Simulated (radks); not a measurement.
# Dy²⁸⁺ in [Ar] 3d10 4s2 4p4 4d2 4f2: an all-electron calculation

What are the levels of the dysprosium ion Dy28+, how large are its shells, and how does its energy divide?

Method: non-relativistic Kohn-Sham, BLYP, spin-polarised, spherical densities, point nucleus; open shells are filled with parallel spins first. Code: radks (a radial shooting solver on a logarithmic mesh, Libxc functionals) version 1.

## (1) The system

| Quantity | Value |
| --- | --- |
| element | dysprosium (Z = 66) |
| charge | +28 |
| electrons | 38 |
| configuration | [Ar] 3d10 4s2 4p4 4d2 4f2 |

Outer shells as boxes (Hund's rule):

Dy²⁸⁺
```
[Ar] core
3d [↑↓][↑↓][↑↓][↑↓][↑↓]
4s [↑↓]
4p [↑↓][↑ ][↑ ]
4d [↑ ][↑ ][  ][  ][  ]
4f [↑ ][↑ ][  ][  ][  ][  ][  ]
```

## (2) The calculation

The run's settings:

```text
Z 66
configuration [Ar] 3d10 4s2 4p4 4d2 4f2 5s0 5p0
relativity non-relativistic
functional b88,lyp
spin polarised
nucleus point
```

**Question.** What will this run give?

**Answer**, as computed:

```
                        quantity                      value
                    total energy        -11240.4338 hartree
exchange-correlation share of it                     1.92 %
                            −T/E                     0.9998
          highest occupied level          4f up, -839.95 eV
    most extended occupied level  4p down, <r> = 0.514 bohr
 radius at density 0.001 e/bohr³                  1.31 bohr
    maxima of the radial density                          3
```

The radial density shows 3 maxima for 4 occupied principal shells; where shells overlap, one shows as a shoulder or not at all. −T/E = 0.9998, near the virial value of 1. This is not the tabulated ground configuration, so its levels and sizes aren't those of the ground state, and no measured value stands beside it.
